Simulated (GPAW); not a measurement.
Write an ASE script for GPAW 26.7.0 that does the following.

```yaml
Task: relaxation of cell and atoms
Functional: PBE
Potentials_or_basis: GPAW PAW data sets (gpaw-data 1.2.1)
Cutoff: 800 eV
Basis: pw
k_mesh: 10 × 10 × 10
Occupations: fermi-dirac, width 0.05 eV
Spin: no spin polarisation
Maxiter: 150
Optimizer: BFGS
Fmax: 0.02 eV/Å
Max_steps: 60
Convergence: density=1e-05 forces=0.0001
```

The structure of RhN lies in RhN.xyz:

```xyz
2
Lattice="2.6663967600 0.0000000000 0.0000000000 0.0000000000 2.6663967600 0.0000000000 0.0000000000 0.0000000000 2.6663967600" Properties=species:S:1:pos:R:3 pbc="T T T"
Rh     0.0000000000      0.0000000000      0.0000000000
N      1.3331983800      1.3331983800      1.3331983800
```

The cell comes from a database or a generator and needn't be the stable form of this composition.

One way to write it, as run:

run.py

```python
from ase.filters import FrechetCellFilter
from ase.io import read, write
from ase.optimize import BFGS
from gpaw import GPAW, PW

atoms = read('RhN.xyz')

calc = GPAW(mode=PW(800),
            xc='PBE',
            kpts={'size': (10, 10, 10), 'gamma': True},
            occupations={'name': 'fermi-dirac', 'width': 0.05},
            nbands=20,
            convergence={'density': 1e-05, 'forces': 0.0001},
            maxiter=150,
            txt='gpaw.txt')
atoms.calc = calc
opt = BFGS(FrechetCellFilter(atoms), trajectory='relax.traj', logfile='-')
done = opt.run(fmax=0.02, steps=60)
calc.write('gs.gpw')
write('result.traj', atoms)
print('Converged:', done)
print('Cell:', atoms.cell.cellpar().round(4))
print('Volume:', round(atoms.get_volume(), 4))
print(atoms.get_scaled_positions().round(5))
```

Potentials or basis: GPAW PAW data sets (gpaw-data 1.2.1), pw.

Run with:

```sh
$ OMP_NUM_THREADS=1 python run.py
```

Results of the run:

| Property | Result |
| --- | --- |
| Relaxed volume | 10.03 Å³/atom |
| Relaxed cell | a = 2.717 Å, b = 2.717 Å, c = 2.717 Å, α = 90.00°, β = 90.00°, γ = 90.00° |
| Space group after relaxing (to 0.05 Å) | Pm-3m (No. 221) |
| Energy gained by relaxing | 30.0 meV/atom |
| Ionic steps | 4 |
| Pressure after relaxing | 0.0 GPa |
| Band gap on the k mesh | none (metal or under the smearing width) |

Caveat: later steps reuse the first step's grids.

Wall time 86 s on 1 thread of Arm Neoverse V1, on a shared host, peak memory 0.23 GiB.
